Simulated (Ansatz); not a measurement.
# Ti5H: the cost of one run

Method: DFT PBE, scalar-relativistic, plane waves, PAW, in Ansatz 0.2.0.

23 further runs of the same task are left out: 23 set aside as unsound or not needed. Runs told in other sessions of the task aren't counted.

## (1) The starting structure

The structure is trigonal, space group P3m1 (No. 156). The conventional cell has a = 2.938 Å, b = 2.938 Å, c = 26.212 Å, α = 90.00°, β = 90.00°, γ = 120.00°. Around Ti (site symmetry 3m) lie 9 Ti at 2.88 to 2.94 Å. Around Ti (site symmetry 3m) lie 12 Ti at 2.88 to 2.94 Å. Around Ti (site symmetry 3m) lie 12 Ti at 2.89 to 2.94 Å. Around Ti (site symmetry 3m) lie 12 Ti at 2.74 to 2.94 Å. Ti (site symmetry 3m) is surrounded by 1 H at 2.07 Å. Around H (site symmetry 3m) lie 1 Ti at 2.07 Å.

Structure file:

```cif
data_structure
_symmetry_space_group_name_H-M 'P 1'
_symmetry_Int_Tables_number 1
_cell_length_a 2.9382
_cell_length_b 2.9382
_cell_length_c 26.2117
_cell_angle_alpha 90.000
_cell_angle_beta 90.000
_cell_angle_gamma 120.000
_cell_volume 195.96
loop_
_atom_site_label
_atom_site_type_symbol
_atom_site_fract_x
_atom_site_fract_y
_atom_site_fract_z
_atom_site_occupancy
Ti1 Ti 0.66667 0.33333 0.15260 1
Ti2 Ti 0.33333 0.66667 0.24131 1
Ti3 Ti 0.66667 0.33333 0.33060 1
Ti4 Ti 0.33333 0.66667 0.42195 1
Ti5 Ti 0.66667 0.33333 0.50404 1
H1 H 0.66667 0.33333 0.58301 1
```

## (2) H at 0/9 of the long diagonal of the hexagonal surface cell, 2.07 Å above the top plane

Contents of input.yaml:

```yaml
crystal:
  lattice:
    - [2.9381632084, 0.0, 0.0]
    - [-1.4690816042, 2.5445239789, 0.0]
    - [0.0, 0.0, 26.2117060745]
  atoms:
    - { symbol: Ti, position: [0.6666666667, 0.3333333333, 0.1526035729] }
    - { symbol: Ti, position: [0.3333333333, 0.6666666667, 0.2413132777] }
    - { symbol: Ti, position: [0.6666666667, 0.3333333333, 0.3306032017] }
    - { symbol: Ti, position: [0.3333333333, 0.6666666667, 0.4219530445] }
    - { symbol: Ti, position: [0.6666666667, 0.3333333333, 0.5040383879] }
    - { symbol: H, position: [0.6666666667, 0.3333333333, 0.5830107369], spin: 1.0 }
basis:
  ecutwfc: 420
kpoints:
  mp_grid: { grid: [9, 9, 1] }
hamiltonian:
  xc: pbe
  pseudopotentials: { kind: paw, azcp: { folder: soft_1 } }
scf:
  occupations: { method: gaussian, width: 0.1 }
output:
  forces: true
  eigenvalues: true
  populations: true
magnetization:
  spin_polarized: true
efield:
  axis: 3
  dipole_correction: true
  ramp_width: 0.04
```

Launch:

```console
> ansatz run input.yaml --threads 1 --pin off --max-ram 3072MiB --backend cpu --events-out ev --progress --plain --runs-dir out
```

Q: Estimate wall time and peak memory on 1 thread of Intel Xeon 6975P-C (Granite Rapids), shared host.

About 25 s, with a peak of 0.5 GiB.
